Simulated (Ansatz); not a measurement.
This script drives Ansatz 0.2.0, Python API.

`opt_bh7osi2.py`:
```python
import itertools

import ansatz as az
from ase.data import atomic_numbers, covalent_radii
import numpy as np


def main() -> None:
    molecule = (
        az.Crystal.molecule()
        .atom("B", [-1.0489, 1.5941, 0.109])
        .atom("Si", [0.419, 0.4841, -0.2509])
        .atom("O", [0.5878, 0.2997, -1.958])
        .atom("Si", [0.1336, -1.4963, 0.6837])
        .atom("H", [-2.1697, 1.3194, -0.2983])
        .atom("H", [-0.9497, 2.6632, 0.6925])
        .atom("H", [1.6621, 1.0902, 0.3292])
        .atom("H", [1.4964, -0.2045, -2.0482])
        .atom("H", [-1.1541, -2.082, 0.1561])
        .atom("H", [1.2097, -2.3855, 0.4461])
        .atom("H", [-0.1209, -1.3396, 2.1593])
    )

    model = (
        molecule.calculation()
        .basis(gaussian="def2-SVP")
        .functional("b3lyp")
    )
    symbols = [site.symbol for site in molecule.cartesian_sites]
    start = np.array([site.position_ang for site in molecule.cartesian_sites], dtype=float)
    def progress(event):
        if event["event"] == "relax_step":
            row = event["data"]
            print(f"step {row['step']:3d}  E = {row['lagrangian_ev']:.6f} eV  largest force component {row['allowed_force_max_ev_ang']:.4f} eV/A")


    rep = model.relax(force_tolerance=0.005).session().plan().execute(on_event=progress).report
    end = np.array(rep["positions_ang"])

    for key in ("converged", "free_energy_ev", "reference_energy_ev", "n_frozen", "n_occupied", "n_virtual"):
        print(f"{key:22s} {rep[key]}")

    radius = [covalent_radii[atomic_numbers[s]] for s in symbols]
    span = lambda where, i, j: np.linalg.norm(where[i] - where[j])
    bonded = [(i, j) for i, j in itertools.combinations(range(len(symbols)), 2) if min(span(start, i, j), span(end, i, j)) < 1.2 * (radius[i] + radius[j])]
    print("pair        before    after (A)")
    for i, j in bonded:
        print(f"{symbols[i]}{i}-{symbols[j]}{j}".ljust(10), f"{span(start, i, j):8.4f} {span(end, i, j):8.4f}")
    with open("bh7osi2_opt.xyz", "w") as handle:
        handle.write(f"{len(symbols)}\nrelaxed BH7OSi2\n")
        handle.writelines(f"{s:2s} {x:11.6f} {y:11.6f} {z:11.6f}\n" for s, (x, y, z) in zip(symbols, end))


if __name__ == "__main__":
    main()
```

It is started by `python opt_bh7osi2.py`. How long does it take on 1 thread of Arm Neoverse N1, on a shared host, and how much memory does it need?

It took about 120 s, with a peak of 0.28 GiB, for 1 run of the engine.

```console
$ python opt_bh7osi2.py
step   1  E = -18585.732411 eV  largest force component 2.7066 eV/A
step   2  E = -18586.262113 eV  largest force component 1.1183 eV/A
step   3  E = -18586.343368 eV  largest force component 0.8061 eV/A
step   4  E = -18586.374515 eV  largest force component 0.4566 eV/A
step   5  E = -18586.435328 eV  largest force component 0.1953 eV/A
step   6  E = -18586.452961 eV  largest force component 0.1593 eV/A
step   7  E = -18586.450253 eV  largest force component 0.3327 eV/A
step   8  E = -18586.458120 eV  largest force component 0.0552 eV/A
step   9  E = -18586.459662 eV  largest force component 0.0601 eV/A
step  10  E = -18586.457975 eV  largest force component 0.1790 eV/A
step  11  E = -18586.460431 eV  largest force component 0.0231 eV/A
step  12  E = -18586.460591 eV  largest force component 0.0039 eV/A
step  13  E = -18586.460660 eV  largest force component 0.0163 eV/A
step  14  E = -18586.460678 eV  largest force component 0.0124 eV/A
step  15  E = -18586.460694 eV  largest force component 0.0053 eV/A
step  16  E = -18586.460700 eV  largest force component 0.0015 eV/A
converged              True
free_energy_ev         -18586.4609866297
reference_energy_ev    -18586.4609866297
n_frozen               0
n_occupied             [24, 24]
n_virtual              [75, 75]
pair        before    after (A)
B0-Si1       1.8752   1.9961
B0-H4        1.2237   1.2053
B0-H5        1.2220   1.2076
Si1-O2       1.7253   1.6833
Si1-Si3      2.2084   2.3809
Si1-H6       1.4997   1.5031
O2-H7        1.0430   0.9646
Si3-H8       1.5098   1.4941
Si3-H9       1.4160   1.4964
Si3-H10      1.5056   1.4944
```

It writes `bh7osi2_opt.xyz`:
```text
11
relaxed BH7OSi2
B    -1.132884    1.695178    0.021365
Si    0.457144    0.542085   -0.334256
O     0.672910    0.275849   -1.982268
Si    0.109338   -1.521392    0.801362
H    -1.951847    1.966390   -0.820376
H    -1.324954    2.084891    1.148086
H     1.692116    1.136824    0.282438
H     1.412467   -0.288344   -2.237639
H    -1.189868   -2.148588    0.412674
H     1.203885   -2.478116    0.446781
H     0.116992   -1.321979    2.282333
```

What to keep in mind:
- Total energies depend on the basis set; only differences at equal settings carry meaning.
- The end point is the stationary point reached from this start; no frequency run checks that it is a minimum, and the basis set is modest.
- b3lyp holds the VWN-RPA fit, as in Gaussian; the form of ORCA and Turbomole is b3lyp5.
